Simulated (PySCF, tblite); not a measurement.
# C5H9ClOSi: geometry, infrared bands and NMR shifts

Aim: predict the infrared bands and NMR shifts of C5H9ClOSi (`C[Si@@H]1C=CO[C@H]1CCl`).

Computed with tblite 0.8.0 and PySCF 2.14.0, with density-fitted response routines of our own, on a single molecule in the gas phase. Atoms are numbered from 0 throughout.

**1. The molecule as given**

17 atoms, charge 0, multiplicity 1; geometry from: force field or distance geometry start.

Bonds of the start (Å): C0–Si1 1.84, Si1–C2 1.83, C2–C3 1.35, C3–O4 1.38, O4–C5 1.46, C5–C6 1.53, C6–Cl7 1.79, C5–Si1 1.93, C0–H8 1.09, C0–H9 1.09, C0–H10 1.10, Si1–H11 1.50, C2–H12 1.10, C3–H13 1.07, C5–H14 1.09, C6–H15 1.08, C6–H16 1.10.

**2. Geometry optimisation with GFN2-xTB**

Job settings and geometry (Å):

```
{"job": {"kind": "relax", "xc": "GFN2-xTB", "basis": "xTB"}, "charge": 0, "multiplicity": 1}
C     -1.415200    -1.823600     0.513500
Si    -0.517800    -0.238600     0.748700
C     -1.398300     1.253200     0.168100
C     -0.749500     1.845100    -0.854100
O      0.442700     1.330400    -1.329800
C      0.789000     0.094900    -0.634700
C      2.235000     0.234300    -0.144300
Cl     2.933000    -1.332900     0.351600
H     -0.772900    -2.687000     0.705300
H     -1.807100    -1.913400    -0.503900
H     -2.283100    -1.896800     1.190200
H      0.029500    -0.044100     2.126800
H     -2.339600     1.600400     0.609000
H     -1.050600     2.734700    -1.368600
H      0.712100    -0.699000    -1.372900
H      2.868800     0.630500    -0.925200
H      2.317000     0.923700     0.710300
```

Launch:

```sh
$ OMP_NUM_THREADS=1 python probes_run.py task.json out
```

One launch serves the whole session: the jobs run in the order shown.

**Question.** This job is followed by: GFN2-xTB harmonic vibrations, gas phase; GIAO PBE0/pcSseg-1 NMR shielding, non-relativistic, gas phase. Predict these results of the whole session: strongest single infrared mode (GFN2-xTB); zero-point energy (GFN2-xTB); 13C shifts against TMS (PBE0/pcSseg-1); 1H shifts against TMS (PBE0/pcSseg-1, means over atoms taken as alike); 29Si shifts against TMS (PBE0/pcSseg-1); 17O shifts against H2O (PBE0/pcSseg-1); 35Cl shifts against HCl (PBE0/pcSseg-1).

As calculated:

```
                                                              quantity                                         value
                             strongest single infrared mode (GFN2-xTB)                         2225 cm⁻¹, 300 km/mol
                                          zero-point energy (GFN2-xTB)                                 79.5 kcal/mol
                                13C shifts against TMS (PBE0/pcSseg-1)             170.0, 94.6, 75.7, 48.6, -1.3 ppm
1H shifts against TMS (PBE0/pcSseg-1, means over atoms taken as alike)  7.05, 5.10, 4.79, 4.08, 4.00, 3.37, 0.38 ppm
                               29Si shifts against TMS (PBE0/pcSseg-1)                                      -3.7 ppm
                                17O shifts against H2O (PBE0/pcSseg-1)                                     173.8 ppm
                               35Cl shifts against HCl (PBE0/pcSseg-1)                                        56 ppm
```

In words: Over 62 steps the energy fell by 0.243 eV; of the close pairs, C0–Si1 changed most, 1.837 to 1.895 Å. No mode is imaginary among the 45: a minimum at this level. The strongest single mode, at 2225 cm⁻¹, moves mainly H11. Unscaled tight-binding wavenumbers are off by several per cent, some by more. Its intensities can rank the bands wrongly. The most deshielded carbon is C3 (alkene carbon bearing oxygen), at 170.0 ppm: an sp2 carbon further deshielded by the attached heteroatom. H13 (hydrogen on an alkene carbon bearing oxygen) lies farthest downfield among hydrogen, at 7.05 ppm; olefinic region. At PBE0/pcSseg-1: The largest span, 317 ppm, is at Cl7, where the paramagnetic term is -253 ppm.
